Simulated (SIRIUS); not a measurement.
# NiMoIrPdW (P3m1) in SIRIUS: a series of runs, part 2 of 5

SIRIUS 7.12.0.

**3. Equation of state, BPBE, collinear spin, zero start, 14.37 Å³/atom (volume scaled by 0.96)**

Contents of sirius.json:

```json
{
  "control": {
    "processing_unit": "cpu",
    "std_evp_solver_name": "lapack",
    "gen_evp_solver_name": "lapack",
    "verbosity": 2,
    "print_forces": false,
    "ortho_rf": true,
    "use_second_variation": true,
    "rmt_max": 3.0,
    "num_bands_to_print": 24,
    "save_wf": true
  },
  "parameters": {
    "electronic_structure_method": "full_potential_lapwlo",
    "xc_functionals": ["XC_GGA_X_B88", "XC_GGA_C_PBE"],
    "core_relativity": "dirac",
    "valence_relativity": "zora",
    "num_fv_states": 85,
    "smearing": "fermi_dirac",
    "smearing_width": 0.0018374661,
    "pw_cutoff": 20,
    "gk_cutoff": 3.93,
    "lmax_apw": 11,
    "lmax_rho": 8,
    "lmax_pot": 8,
    "num_mag_dims": 1,
    "auto_rmt": 0,
    "ngridk": [4, 4, 1],
    "shiftk": [0, 0, 0],
    "num_dft_iter": 80,
    "energy_tol": 1e-07,
    "density_tol": 1e-05,
    "use_symmetry": true
  },
  "settings": {"tol_ne": 1e-10},
  "iterative_solver": {"type": "exact"},
  "mixer": {"type": "anderson", "beta": 0.4, "max_history": 8},
  "unit_cell": {
    "lattice_vectors": [[5.146607851, -0.0, -0.0], [-2.5733039255, 4.4570826763, 0.0], [-0.0, 0.0, 21.1408217246]],
    "atom_types": ["Ir", "Mo", "Ni", "Pd", "W"],
    "atom_files": {"Ir": "Ir.json", "Mo": "Mo.json", "Ni": "Ni.json", "Pd": "Pd.json", "W": "W.json"},
    "atoms": {
      "Ir": [[0.0, 0.0, 1.1862950437, 0.0, 0.0, 0.0]],
      "Mo": [[1.3617474114, 0.7861876645, 3.2918456867, 0.0, 0.0, 0.0]],
      "Ni": [[0.0, 0.0, 7.9336557542, 0.0, 0.0, 0.0]],
      "Pd": [[1.3617474114, 0.7861876645, 10.0574416001, 0.0, 0.0, 0.0]],
      "W": [[1.3617474114, 0.7861876645, 5.92039985, 0.0, 0.0, 0.0]]
    },
    "atom_coordinate_units": "A"
  }
}
```

Contents of Ir.json:

```json
{
  "name": "iridium",
  "symbol": "Ir",
  "number": 77,
  "mass": 192.217,
[... 35 lines left out ...]
    {"l": 2, "basis": [{"enu": 0.35, "dme": 1, "n": 0, "auto": 0}, {"enu": 0.35, "dme": 2, "n": 0, "auto": 0}]},
    {"l": 2, "basis": [{"enu": 0.35, "dme": 0, "n": 0, "auto": 0}, {"enu": 2.907, "dme": 0, "n": 0, "auto": 0}]},
    {"l": 3, "basis": [{"enu": 0.35, "dme": 0, "n": 0, "auto": 0}, {"enu": 0.35, "dme": 1, "n": 0, "auto": 0}]},
    {
      "l": 3,
      "basis": [{"enu": -1.7196, "dme": 0, "n": 4, "auto": 1}, {"enu": -1.7196, "dme": 1, "n": 4, "auto": 1}]
    },
    {
      "l": 3,
      "basis": [{"enu": -1.7196, "dme": 1, "n": 4, "auto": 1}, {"enu": 0.35, "dme": 0, "n": 0, "auto": 0}]
    },
    {"l": 3, "basis": [{"enu": 0.35, "dme": 0, "n": 0, "auto": 0}, {"enu": 4.1527, "dme": 0, "n": 0, "auto": 0}]},
    {"l": 4, "basis": [{"enu": 0.35, "dme": 0, "n": 0, "auto": 0}, {"enu": 0.35, "dme": 1, "n": 0, "auto": 0}]},
    {"l": 4, "basis": [{"enu": 0.35, "dme": 0, "n": 0, "auto": 0}, {"enu": 3.4971, "dme": 0, "n": 0, "auto": 0}]}
  ],
  "free_atom": [... radial grid and density of the free atom, the start of the SCF ...]
}
```

Contents of Mo.json:

```json
{
  "name": "molybdenum",
  "symbol": "Mo",
  "number": 42,
  "mass": 95.96,
  "rmin": 1e-06,
  "rmt": 2.38,
  "nrmt": 800,
  "rinf": 17.03,
  "core": "1s2s2p3s3p3d",
  "valence": [
[... 21 lines left out ...]
    },
    {
      "l": 1,
      "basis": [{"enu": -0.9213, "dme": 1, "n": 4, "auto": 1}, {"enu": 0.35, "dme": 0, "n": 0, "auto": 0}]
    },
    {"l": 1, "basis": [{"enu": 0.35, "dme": 0, "n": 0, "auto": 0}, {"enu": 3.5984, "dme": 0, "n": 0, "auto": 0}]},
    {"l": 2, "basis": [{"enu": 0.35, "dme": 0, "n": 0, "auto": 0}, {"enu": 0.35, "dme": 1, "n": 0, "auto": 0}]},
    {"l": 2, "basis": [{"enu": 0.35, "dme": 1, "n": 0, "auto": 0}, {"enu": 0.35, "dme": 2, "n": 0, "auto": 0}]},
    {"l": 2, "basis": [{"enu": 0.35, "dme": 0, "n": 0, "auto": 0}, {"enu": 3.104, "dme": 0, "n": 0, "auto": 0}]},
    {"l": 3, "basis": [{"enu": 0.35, "dme": 0, "n": 0, "auto": 0}, {"enu": 0.35, "dme": 1, "n": 0, "auto": 0}]},
    {"l": 3, "basis": [{"enu": 0.35, "dme": 0, "n": 0, "auto": 0}, {"enu": 3.4218, "dme": 0, "n": 0, "auto": 0}]}
  ],
  "free_atom": [... radial grid and density of the free atom, the start of the SCF ...]
}
```

Contents of Ni.json:

```json
{
  "name": "nickel",
  "symbol": "Ni",
  "number": 28,
  "mass": 58.6934,
  "rmin": 1e-06,
  "rmt": 2.24,
  "nrmt": 800,
  "rinf": 14.89,
  "core": "1s2s2p",
  "valence": [
[... 24 lines left out ...]
      "basis": [{"enu": -2.0509, "dme": 1, "n": 3, "auto": 1}, {"enu": 0.35, "dme": 0, "n": 0, "auto": 0}]
    },
    {"l": 1, "basis": [{"enu": 0.35, "dme": 0, "n": 0, "auto": 0}, {"enu": 4.0171, "dme": 0, "n": 0, "auto": 0}]},
    {
      "l": 2,
      "basis": [{"enu": 0.3391, "dme": 0, "n": 0, "auto": 0}, {"enu": 0.3391, "dme": 1, "n": 0, "auto": 0}]
    },
    {
      "l": 2,
      "basis": [{"enu": 0.3391, "dme": 1, "n": 0, "auto": 0}, {"enu": 0.3391, "dme": 2, "n": 0, "auto": 0}]
    },
    {
      "l": 2,
      "basis": [{"enu": 0.3391, "dme": 0, "n": 0, "auto": 0}, {"enu": 3.4481, "dme": 0, "n": 0, "auto": 0}]
    },
    {"l": 3, "basis": [{"enu": 0.35, "dme": 0, "n": 0, "auto": 0}, {"enu": 0.35, "dme": 1, "n": 0, "auto": 0}]},
    {"l": 3, "basis": [{"enu": 0.35, "dme": 0, "n": 0, "auto": 0}, {"enu": 3.8178, "dme": 0, "n": 0, "auto": 0}]}
  ],
  "free_atom": [... radial grid and density of the free atom, the start of the SCF ...]
}
```

Contents of Pd.json:

```json
{
  "name": "palladium",
  "symbol": "Pd",
  "number": 46,
  "mass": 106.42,
  "rmin": 1e-06,
  "rmt": 2.38,
  "nrmt": 800,
  "rinf": 14.72,
  "core": "1s2s2p3s3p3d",
  "valence": [
[... 15 lines left out ...]
    },
    {
      "l": 1,
      "basis": [{"enu": -1.3749, "dme": 1, "n": 4, "auto": 1}, {"enu": 0.35, "dme": 0, "n": 0, "auto": 0}]
    },
    {"l": 1, "basis": [{"enu": 0.35, "dme": 0, "n": 0, "auto": 0}, {"enu": 3.5984, "dme": 0, "n": 0, "auto": 0}]},
    {"l": 2, "basis": [{"enu": 0.35, "dme": 0, "n": 0, "auto": 0}, {"enu": 0.35, "dme": 1, "n": 0, "auto": 0}]},
    {"l": 2, "basis": [{"enu": 0.35, "dme": 1, "n": 0, "auto": 0}, {"enu": 0.35, "dme": 2, "n": 0, "auto": 0}]},
    {"l": 2, "basis": [{"enu": 0.35, "dme": 0, "n": 0, "auto": 0}, {"enu": 3.104, "dme": 0, "n": 0, "auto": 0}]},
    {"l": 3, "basis": [{"enu": 0.35, "dme": 0, "n": 0, "auto": 0}, {"enu": 0.35, "dme": 1, "n": 0, "auto": 0}]},
    {"l": 3, "basis": [{"enu": 0.35, "dme": 0, "n": 0, "auto": 0}, {"enu": 3.4218, "dme": 0, "n": 0, "auto": 0}]}
  ],
  "free_atom": [... radial grid and density of the free atom, the start of the SCF ...]
}
```

Contents of W.json:

```json
{
  "name": "tungsten",
  "symbol": "W",
  "number": 74,
  "mass": 183.84,
[... 35 lines left out ...]
    {"l": 2, "basis": [{"enu": 0.35, "dme": 1, "n": 0, "auto": 0}, {"enu": 0.35, "dme": 2, "n": 0, "auto": 0}]},
    {"l": 2, "basis": [{"enu": 0.35, "dme": 0, "n": 0, "auto": 0}, {"enu": 2.907, "dme": 0, "n": 0, "auto": 0}]},
    {"l": 3, "basis": [{"enu": 0.35, "dme": 0, "n": 0, "auto": 0}, {"enu": 0.35, "dme": 1, "n": 0, "auto": 0}]},
    {
      "l": 3,
      "basis": [{"enu": -0.7162, "dme": 0, "n": 4, "auto": 1}, {"enu": -0.7162, "dme": 1, "n": 4, "auto": 1}]
    },
    {
      "l": 3,
      "basis": [{"enu": -0.7162, "dme": 1, "n": 4, "auto": 1}, {"enu": 0.35, "dme": 0, "n": 0, "auto": 0}]
    },
    {"l": 3, "basis": [{"enu": 0.35, "dme": 0, "n": 0, "auto": 0}, {"enu": 4.1527, "dme": 0, "n": 0, "auto": 0}]},
    {"l": 4, "basis": [{"enu": 0.35, "dme": 0, "n": 0, "auto": 0}, {"enu": 0.35, "dme": 1, "n": 0, "auto": 0}]},
    {"l": 4, "basis": [{"enu": 0.35, "dme": 0, "n": 0, "auto": 0}, {"enu": 3.4971, "dme": 0, "n": 0, "auto": 0}]}
  ],
  "free_atom": [... radial grid and density of the free atom, the start of the SCF ...]
}
```

Contents of sirius_start.json:

```json
{
  "control": {
    "processing_unit": "cpu",
    "std_evp_solver_name": "lapack",
    "gen_evp_solver_name": "lapack",
    "verbosity": 1,
    "print_forces": false,
    "ortho_rf": true,
    "use_second_variation": true,
    "rmt_max": 3.0,
    "num_bands_to_print": 24,
    "save_wf": false
  },
  "parameters": {
    "electronic_structure_method": "full_potential_lapwlo",
    "xc_functionals": ["XC_LDA_X", "XC_LDA_C_PW"],
    "core_relativity": "dirac",
    "valence_relativity": "zora",
    "num_fv_states": 85,
    "smearing": "fermi_dirac",
    "smearing_width": 0.0055123983,
    "pw_cutoff": 20,
    "gk_cutoff": 3.14,
    "lmax_apw": 11,
    "lmax_rho": 8,
    "lmax_pot": 8,
    "num_mag_dims": 1,
    "auto_rmt": 0,
    "ngridk": [2, 2, 1],
    "shiftk": [0, 0, 0],
    "num_dft_iter": 30,
    "energy_tol": 0.01,
    "density_tol": 0.05,
    "use_symmetry": true
  },
  "settings": {"tol_ne": 1e-10},
  "iterative_solver": {"type": "exact"},
  "mixer": {"type": "anderson", "beta": 0.4, "max_history": 8},
  "unit_cell": {
    "lattice_vectors": [[5.146607851, -0.0, -0.0], [-2.5733039255, 4.4570826763, 0.0], [-0.0, 0.0, 21.1408217246]],
    "atom_types": ["Ir", "Mo", "Ni", "Pd", "W"],
    "atom_files": {"Ir": "Ir.json", "Mo": "Mo.json", "Ni": "Ni.json", "Pd": "Pd.json", "W": "W.json"},
    "atoms": {
      "Ir": [[0.0, 0.0, 1.1862950437, 0.0, 0.0, 0.0]],
      "Mo": [[1.3617474114, 0.7861876645, 3.2918456867, 0.0, 0.0, 0.0]],
      "Ni": [[0.0, 0.0, 7.9336557542, 0.0, 0.0, 0.0]],
      "Pd": [[1.3617474114, 0.7861876645, 10.0574416001, 0.0, 0.0, 0.0]],
      "W": [[1.3617474114, 0.7861876645, 5.92039985, 0.0, 0.0, 0.0]]
    },
    "atom_coordinate_units": "A"
  }
}
```

Potentials or basis: all-electron FP-LAPW (ZORA valence), apw+lo standard.

On the command line:

```sh
OMP_NUM_THREADS=2 sirius.scf --input=sirius_start.json --output=start.json
OMP_NUM_THREADS=2 sirius.scf --input=sirius.json --output=output.json --task=1
```

Run time: 13 min. Hardware: 2 threads of Intel Xeon 6975P-C (Granite Rapids), shared host; peak memory 1.2 GiB.

These settings aren't checked as converged: the numbers below hold their error.

What came out:

```
Free energy                                       : -1214882.6319 eV
Band gap on the k mesh                            : none (metal or under the smearing width)
Net moment                                        : 0.00 μB per cell
All electrons inside the program's atomic spheres : Ni 26.96; Mo 40.05; Pd 44.59; Ir 75.49; W 72.05 (radii Ir 2.47, Mo 2.38, Ni 2.24, Pd 2.38, W 2.47 bohr)
```

Caveat: the k mesh is coarse (spacing up to 0.67 Å⁻¹), so the values aren't converged.

(Continued in part 3 of 5.)
